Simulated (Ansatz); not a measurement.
# AlFe: the cost of one run

Program: Ansatz 0.2.0. Level of theory: DFT PBE, scalar-relativistic, plane waves, PAW. These are calculated values, not measurements.

**1. Starting point**

Symmetry: Pm-3m, No. 221, cubic system. Conventional cell: a = 2.874 Å, b = 2.874 Å, c = 2.874 Å, α = 90.00°, β = 90.00°, γ = 90.00°. Al (site symmetry m-3m) has 8 Fe at 2.49 Å as nearest neighbours. Fe (site symmetry m-3m) is surrounded by 8 Al at 2.49 Å.

As a file:

```cif
data_structure
_symmetry_space_group_name_H-M 'P 1'
_symmetry_Int_Tables_number 1
_cell_length_a 2.8742
_cell_length_b 2.8742
_cell_length_c 2.8742
_cell_angle_alpha 90.000
_cell_angle_beta 90.000
_cell_angle_gamma 90.000
_cell_volume 23.74
loop_
_atom_site_label
_atom_site_type_symbol
_atom_site_fract_x
_atom_site_fract_y
_atom_site_fract_z
_atom_site_occupancy
Al1 Al 0.00000 0.00000 0.00000 1
Fe1 Fe 0.50000 0.50000 0.50000 1
```

An earlier run at PBE left this cell at 11.872 Å³/atom and 0.00 GPa (16×16×16 mesh).

**2. Ferromagnetic, larger cell**

The input, input.yaml:

```yaml
crystal:
  lattice:
    - [0.0, 2.8742440879, 2.8742440879]
    - [2.8742440879, 0.0, 2.8742440879]
    - [2.8742440879, 2.8742440879, 0.0]
  atoms:
    - { symbol: Al, position: [0.0, 0.0, 0.0] }
    - { symbol: Fe, position: [0.25, 0.25, 0.25], spin: 2.5 }
    - { symbol: Al, position: [0.5, 0.5, 0.5] }
    - { symbol: Fe, position: [0.75, 0.75, 0.75], spin: 2.5 }
basis:
  ecutwfc: 420
  ecutrho_ratio: 4
kpoints:
  mp_grid: { grid: [10, 10, 10] }
hamiltonian:
  xc: pbe
scf:
  occupations: { method: gaussian, width: 0.05 }
  lower_state_search: "off"
output:
  forces: true
  stress: true
  eigenvalues: true
  populations: true
magnetization:
  spin_polarized: true
```

Run with:

```
$ ansatz run input.yaml --threads 2 --pin off --max-ram 5120MiB --backend cpu --events-out ev --progress --plain --runs-dir out
```

**Question.** How long does this run take on 2 threads of AMD EPYC (Zen 3), shared host, and how much memory does it need?

About 15 s, with a peak of 0.4 GiB.
